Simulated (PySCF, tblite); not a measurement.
**C₄H₁₃NSeSi₂: geometry, infrared bands and NMR shifts**

What infrared bands and NMR shifts should C₄H₁₃NSeSi₂ (`[SiH3][Se][SiH2]NC1CCC1`) show?

Computed with tblite 0.8.0 and PySCF 2.14.0, with density-fitted response routines of our own, on a single molecule in the gas phase. Atoms count from 0, in the outputs and in this text.

### 1 The molecule as given

21 atoms, charge 0, multiplicity 1; geometry from: force field or distance geometry start.

Bonds of the start (Å): Si0–Se1 2.29, Se1–Si2 2.26, Si2–N3 1.80, N3–C4 1.45, C4–C5 1.50, C5–C6 1.53, C6–C7 1.52, C7–C4 1.52, Si0–H8 1.47, Si0–H9 1.46, Si0–H10 1.47, Si2–H11 1.49, Si2–H12 1.48, N3–H13 1.04, C4–H14 1.12, C5–H15 1.11, C5–H16 1.11, C6–H17 1.09, C6–H18 1.11, C7–H19 1.11, C7–H20 1.11.

### 2 Optimising the geometry with GFN2-xTB

What the job is given:

```
{"job": {"kind": "relax", "xc": "GFN2-xTB", "basis": "xTB"}, "charge": 0, "multiplicity": 1}
Si     4.804300    -0.490100    -0.127900
Se     2.787500    -1.519500    -0.483600
Si     1.185800    -0.082900     0.217200
N     -0.399000    -0.900200     0.460200
C     -1.352800     0.165500     0.693800
C     -2.770100    -0.255000     0.926000
C     -3.084900     0.277300    -0.475300
C     -1.672400     0.819300    -0.635100
H      4.586400     0.954700    -0.321900
H      5.816300    -1.007100    -1.048300
H      5.174100    -0.674500     1.284200
H      1.033600     0.998600    -0.796600
H      1.597400     0.480400     1.517600
H     -0.701700    -1.411700    -0.395900
H     -0.925200     0.874600     1.448800
H     -2.970600    -1.335900     1.063000
H     -3.323900     0.372400     1.656200
H     -3.840800     1.062500    -0.461400
H     -3.267700    -0.595100    -1.133600
H     -1.573300     1.919800    -0.601200
H     -1.111800     0.363900    -1.477200
```

Started as:

```sh
> OMP_NUM_THREADS=1 python probes_run.py task.json out
```

One launch serves the whole session: the jobs run in the order shown.

**Question.** This job is followed by: GFN2-xTB harmonic vibrations, gas phase; GIAO PBE0/pcSseg-1 NMR shielding, non-relativistic, gas phase. Predict these results of the whole session: strongest single infrared mode (GFN2-xTB); zero-point energy (GFN2-xTB); ¹³C shifts against TMS (PBE0/pcSseg-1, means over atoms taken as alike); ¹H shifts against TMS (PBE0/pcSseg-1, means over atoms taken as alike); ²⁹Si shifts against TMS (PBE0/pcSseg-1); ⁷⁷Se shifts against Me2Se (PBE0/pcSseg-1); ¹⁵N shifts against NH3 (PBE0/pcSseg-1); surface potential, 1st and 99th percentile.

As calculated:

| quantity | value |
| --- | --- |
| strongest single infrared mode (GFN2-xTB) | 751 cm⁻¹, 645 km/mol |
| zero-point energy (GFN2-xTB) | 99.0 kcal/mol |
| ¹³C shifts against TMS (PBE0/pcSseg-1, means over atoms taken as alike) | 50.4, 36.8, 12.9 ppm |
| ¹H shifts against TMS (PBE0/pcSseg-1, means over atoms taken as alike) | 5.49, 4.61, 3.15, 2.66, 1.77, 1.68, 1.63, 0.46 ppm |
| ²⁹Si shifts against TMS (PBE0/pcSseg-1) | -30.0, -66.8 ppm |
| ⁷⁷Se shifts against Me2Se (PBE0/pcSseg-1) | -679 ppm |
| ¹⁵N shifts against NH3 (PBE0/pcSseg-1) | 54.4 ppm |
| surface potential, 1st and 99th percentile | -0.90 V and 1.42 V |

**Reading.** Over 115 steps the energy fell by 0.837 eV; of the close pairs, Si2–N3 changed most, 1.800 to 1.700 Å. No mode is imaginary among the 57: a minimum at this level. Unscaled tight-binding wavenumbers are off by several per cent, some by more. Its intensities can rank the bands wrongly. C4 (sp3 CH bonded to N) lies farthest downfield among carbon, at 50.4 ppm; deshielded by the electronegative neighbour. At PBE0/pcSseg-1: The widest tensor belongs to Se1: span 416 ppm, with a paramagnetic part of -569 ppm. Spin-orbit coupling is left out, which matters for shieldings and couplings at and beside the heavy atoms.
